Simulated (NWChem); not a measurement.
**One shape, several levels: GeSiNH5F2 (SMILES F[SiH](F)[NH][GeH3])**

We compute a comparison of 4 runs (HF/STO-3G, HF/3-21G, B3LYP/6-31G*) of GeSiNH5F2. 

The calculation is run with NWChem 7.3.0.

### Step 1. Starting point

GeSiNH5F2 has 10 atoms, charge 0, and is taken as a singlet. As SMILES, `F[SiH](F)[NH][GeH3]`. The coordinates come from a PBE0-D4/def2-TZVP relaxation. This is one conformer, not always the lowest.

Bond lengths: F1–Si2 1.590 Å, Si2–F3 1.589 Å, Si2–N4 1.684 Å, N4–Ge5 1.852 Å, Si2–H6 1.472 Å, N4–H7 1.009 Å, Ge5–H8 1.537 Å, Ge5–H9 1.537 Å, Ge5–H10 1.531 Å. Some angles: F1–Si2–F3 103.9°, F1–Si2–N4 113.0°, F3–Si2–N4 109.7°, Si2–N4–Ge5 128.2°, F1–Si2–H6 108.0°, F3–Si2–H6 110.3°, N4–Si2–H6 111.6°, Si2–N4–H7 116.4°, Ge5–N4–H7 115.2°, N4–Ge5–H8 109.3°.

### Step 2. Energy and gradient at HF/STO-3G (run 1)

Contents of mymol.nw:

```
start mymol
title "F2GeH5NSi hf"
memory stack 880 mb heap 220 mb global 1100 mb

geometry units angstrom noautosym nocenter noautoz
 F       -1.023300       0.671800       2.154300
 Si      -0.701800       1.227500       0.699300
 F        0.673800       2.001600       0.880500
 N       -0.520200       0.006800      -0.446400
 Ge       0.846800      -1.233800      -0.589700
 H       -1.770800       2.167300       0.324700
 H       -1.285200      -0.120400      -1.091900
 H        1.553300      -1.055500      -1.943100
 H        0.251600      -2.648200      -0.499600
 H        1.801100      -0.956500       0.575000
end

basis spherical bse
 * library STO-3G
end

scf
 thresh 1e-08
 maxiter 80
 print medium
end

task scf gradient
```

Run with:

```console
$ nwchem mymol.nw > mymol.out
```

What it wrote:

```text
[...]
  functions       =    47
[...]
  wavefunction    = RHF
[...]
         Total SCF energy =  -2590.177595537943
      One-electron energy =  -4551.759652141770
      Two-electron energy =   1501.791189293219
 Nuclear repulsion energy =    459.790867310608
        Time for solution =      3.5s
[...]
                         RHF ENERGY GRADIENTS
    atom               coordinates                        gradient
                 x          y          z           x          y          z
   1 F      -1.933757   1.269518   4.071037    0.001603   0.006475  -0.008391
   2 Si     -1.326210   2.319639   1.321485    0.027827  -0.022637   0.010672
   3 F       1.273297   3.782476   1.663904   -0.011076  -0.005373  -0.000224
   4 N      -0.983035   0.012850  -0.843574   -0.033753   0.030518   0.000843
   5 Ge      1.600220  -2.331544  -1.114371    0.009146  -0.007168   0.000201
   6 H      -3.346327   4.095603   0.613594   -0.018413   0.017518  -0.004158
   7 H      -2.428676  -0.227523  -2.063392    0.002820   0.000930   0.003788
   8 H       2.935311  -1.994606  -3.671927    0.016050   0.005488  -0.033712
   9 H       0.475455  -5.004372  -0.944107   -0.016281  -0.034035   0.002059
  10 H       3.403585  -1.807523   1.086592    0.022076   0.008284   0.028921
[...]
```

Wall time 5.4 s (1 thread of Intel Xeon 6975P-C (Granite Rapids), shared host); peak memory 0.1 GiB.

### Step 3. Energy and gradient at HF/3-21G (run 2)

Contents of f2geh5nsi.nw:

```
start f2geh5nsi
title "F2GeH5NSi hf"
memory stack 880 mb heap 220 mb global 1100 mb

geometry units angstroms noautosym nocenter noautoz
 F       -1.023300       0.671800       2.154300
 Si      -0.701800       1.227500       0.699300
 F        0.673800       2.001600       0.880500
 N       -0.520200       0.006800      -0.446400
 Ge       0.846800      -1.233800      -0.589700
 H       -1.770800       2.167300       0.324700
 H       -1.285200      -0.120400      -1.091900
 H        1.553300      -1.055500      -1.943100
 H        0.251600      -2.648200      -0.499600
 H        1.801100      -0.956500       0.575000
end

basis spherical bse
 * library 3-21G
end

scf
 thresh 1e-08
 maxiter 80
 noprint "final vectors analysis"
end

task scf gradient
```

Run with:

```console
$ nwchem f2geh5nsi.nw > f2geh5nsi.out
```

What it wrote:

```text
[...]
  functions       =    72
[...]
  wavefunction    = RHF
[...]
         Total SCF energy =  -2607.772996721244
      One-electron energy =  -4554.188226116222
      Two-electron energy =   1486.624362084370
 Nuclear repulsion energy =    459.790867310608
        Time for solution =      3.8s
[...]
                         RHF ENERGY GRADIENTS
    atom               coordinates                        gradient
                 x          y          z           x          y          z
   1 F      -1.933757   1.269518   4.071037    0.002922   0.008190  -0.022538
   2 Si     -1.326210   2.319639   1.321485    0.022471  -0.011507   0.017443
   3 F       1.273297   3.782476   1.663904   -0.021889  -0.011538  -0.004334
   4 N      -0.983035   0.012850  -0.843574   -0.008664   0.024068   0.009735
   5 Ge      1.600220  -2.331544  -1.114371    0.014195  -0.014105   0.000448
   6 H      -3.346327   4.095603   0.613594   -0.002757   0.003265   0.000107
   7 H      -2.428676  -0.227523  -2.063392   -0.003511  -0.001398  -0.000789
   8 H       2.935311  -1.994606  -3.671927   -0.001183   0.001244  -0.000422
   9 H       0.475455  -5.004372  -0.944107   -0.001190   0.000792   0.000115
  10 H       3.403585  -1.807523   1.086592   -0.000394   0.000989   0.000235
[...]
```

Run time: 6.3 s. Hardware: 1 thread of Intel Xeon 6975P-C (Granite Rapids), shared host; peak memory 0.099 GiB.

Run 3 isn't shown in full; the table further down has it.

### Step 4. Energy and gradient at B3LYP/6-31G(d) (Cartesian functions) (run 4)

Contents of f2geh5nsi.nw:

```
start f2geh5nsi
memory 2200 mb
charge 0

geometry units angstrom noautosym nocenter noautoz
F    -1.023300    0.671800    2.154300
Si   -0.701800    1.227500    0.699300
F     0.673800    2.001600    0.880500
N    -0.520200    0.006800   -0.446400
Ge    0.846800   -1.233800   -0.589700
H    -1.770800    2.167300    0.324700
H    -1.285200   -0.120400   -1.091900
H     1.553300   -1.055500   -1.943100
H     0.251600   -2.648200   -0.499600
H     1.801100   -0.956500    0.575000
end

basis
F library 6-31G*
Si library 6-31G*
N library 6-31G*
Ge library 6-31G*
H library 6-31G*
end

dft
xc b3lyp
grid fine
convergence energy 1e-08
iterations 100
mulliken
end

task dft gradient
```

Run with:

```console
$ nwchem f2geh5nsi.nw > f2geh5nsi.out
```

What it wrote:

```text
[...]
          Wavefunction type:  closed shell.
          No. of atoms     :    10
          No. of electrons :    76
[...]
          Charge           :     0
          Spin multiplicity:     1
[...]
          AO basis - number of functions:   109
[...]
              XC Information
              --------------
                         B3LYP Method XC Potential
                     Hartree-Fock (Exact) Exchange  0.200
                        Slater Exchange Functional  0.800 local
                    Becke 1988 Exchange Functional  0.720 non-local
              Lee-Yang-Parr Correlation Functional  0.810
                  VWN I RPA Correlation Functional  0.190 local
[...]
 d= 0,ls=0.0,diis     1  -2623.7539542995 -3.08D+03  1.42D-02  1.73D+00     3.3
[...]
 d= 0,ls=0.0,diis     8  -2623.8546453172  9.26D-09  3.22D-06  4.80D-07    20.4
         Total DFT energy =    -2623.854645317196
      One electron energy =    -4568.425175692337
           Coulomb energy =     1614.662379019401
    Exchange-Corr. energy =     -129.882715954868
 Nuclear repulsion energy =      459.790867310608
[...]
  wavefunction    = closed shell
                         DFT ENERGY GRADIENTS
    atom               coordinates                        gradient
                 x          y          z           x          y          z
   1 F      -1.933757   1.269518   4.071037    0.003328   0.004584  -0.011527
   2 Si     -1.326210   2.319639   1.321485    0.005779  -0.005054   0.002309
   3 F       1.273297   3.782476   1.663904   -0.010779  -0.006344  -0.000590
   4 N      -0.983035   0.012850  -0.843574    0.001748   0.001119   0.003741
   5 Ge      1.600220  -2.331544  -1.114371   -0.002192   0.002071   0.000311
   6 H      -3.346327   4.095603   0.613594    0.001433  -0.000003   0.001755
   7 H      -2.428676  -0.227523  -2.063392    0.003454   0.000987   0.003567
   8 H       2.935311  -1.994606  -3.671927   -0.001690  -0.000058   0.002294
   9 H       0.475455  -5.004372  -0.944107    0.000642   0.002820  -0.000181
  10 H       3.403585  -1.807523   1.086592   -0.001724  -0.000121  -0.001680
[...]
```

Run time: 33 s. Hardware: 1 thread of Intel Xeon 6975P-C (Granite Rapids), shared host; peak memory 0.13 GiB.

### Step 5. Overview of the runs

```csv
run,level,iteration cap,module,energy (Eh),dipole moment (D),HOMO energy (eV),LUMO energy (eV),wall time
1,HF/STO-3G,80,scf,-2590.177596,1.86,-8.17,11.37,5.4 s
2,HF/3-21G,80,scf,-2607.772997,3.23,–,–,6.3 s
3,B3LYP/6-31G* (spherical functions),100,dft,-2623.843536,2.62,-7.49,0.16,37 s
4,B3LYP/6-31G* (Cartesian functions),100,dft,-2623.854645,2.62,-7.50,0.14,33 s
```

### Step 6. Outcome

| quantity | value |
| --- | --- |
| run 4: total energy | -2623.85465 Eh |
| run 4: dipole moment | 2.62 D |
| run 4: HOMO energy | -7.50 eV |
| run 4: LUMO energy | 0.14 eV |
| run 4: HOMO–LUMO gap | 7.64 eV |
| run 4: largest force on an atom | 0.660 eV/Å |

In words: The dipole moment (its size) runs from 1.86 D (HF/STO-3G) to 3.23 D (HF/3-21G). Over runs 1, 3, 4 the HOMO–LUMO gap runs from 7.64 eV (B3LYP/6-31G*) to 19.55 eV (HF/STO-3G). The two ends differ in method and basis. In run 1 the basis is minimal, so the values are rough. All runs together took 82 s, the longest 37 s.
